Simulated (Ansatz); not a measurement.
# CF6Si: how energies converge with the basis set

How large a basis does CF6Si need? Two functionals are run in growing sets.

The runs use Ansatz 0.2.0, Gaussian basis; one geometry, several basis sets.

Levels to be run: PBE0-D4/def2-SVP; ωB97M-V/def2-SVP; PBE0-D4/def2-QZVPP; ωB97M-V/def2-QZVPP; the functionals' def2-TZVPP values are taken from earlier runs.

## Step 1: Structure used throughout

An earlier PBE0-D4 in a triple-zeta def2 set relaxation fixed the geometry.

8 atoms, charge 0, spin multiplicity 1.

Atoms are counted from 1 here; the program's logs count them from 0.

Bond lengths: F1–C2 1.340 Å, C2–F3 1.340 Å, C2–F4 1.340 Å, C2–Si5 1.912 Å, Si5–F6 1.565 Å, Si5–F7 1.565 Å, Si5–F8 1.565 Å. Angles: F1–C2–F3 107.6°, F1–C2–F4 107.6°, F1–C2–Si5 111.3°, F3–C2–F4 107.6°, F3–C2–Si5 111.3°, F4–C2–Si5 111.3°, C2–Si5–F6 109.2°, C2–Si5–F7 109.2°, C2–Si5–F8 109.2°, F6–Si5–F7 109.7°, F6–Si5–F8 109.7°, F7–Si5–F8 109.7°.

## Step 2: PBE0-D4 in def2-SVP

The input, in.yaml:

```yaml
crystal:
  periodic: [false, false, false]
  atoms:
    - {symbol: F, position_ang: [-1.881745, -0.051592, 0.283420]}
    - {symbol: C, position_ang: [-0.617956, -0.211836, 0.698352]}
    - {symbol: F, position_ang: [-0.485510, -1.478135, 1.115444]}
    - {symbol: F, position_ang: [-0.435176, 0.585800, 1.759204]}
    - {symbol: Si, position_ang: [0.626291, 0.192765, -0.695895]}
    - {symbol: F, position_ang: [0.428316, 1.677901, -1.149117]}
    - {symbol: F, position_ang: [2.083710, -0.005529, -0.160309]}
    - {symbol: F, position_ang: [0.374170, -0.766473, -1.906899]}
basis:
  gaussian: {orbitals: def2-SVP}
hamiltonian: {xc: pbe0, dispersion: d4}
output: {orbitals: {seedname: orbitals}}
```

Run with:

```console
> ansatz run in.yaml --threads 4 --pin off --events-out ev --progress --plain --max-ram 11315MiB
```

Further steps of the session: ωB97M-V in def2-SVP; PBE0-D4 in def2-QZVPP; ωB97M-V in def2-QZVPP.

**Question.** What will the summary of the whole plan be? Wanted: PBE0-D4: double and triple zeta above quadruple; ωB97M-V: double and triple zeta above quadruple.

The runs gave:

| quantity | value |
| --- | --- |
| PBE0-D4: double and triple zeta above quadruple | 25.96, 1.20 eV |
| ωB97M-V: double and triple zeta above quadruple | 26.24, 1.12 eV |

For PBE0-D4 the step from double to triple zeta gains 24.75 eV and the next only 1.20 eV. Total energies overstate the basis error of differences, where much of it tends to cancel. The LUMO of ωB97M-V is positive and keeps falling with the basis (2.81 to 1.83 eV): an unbound level that the basis holds in place.
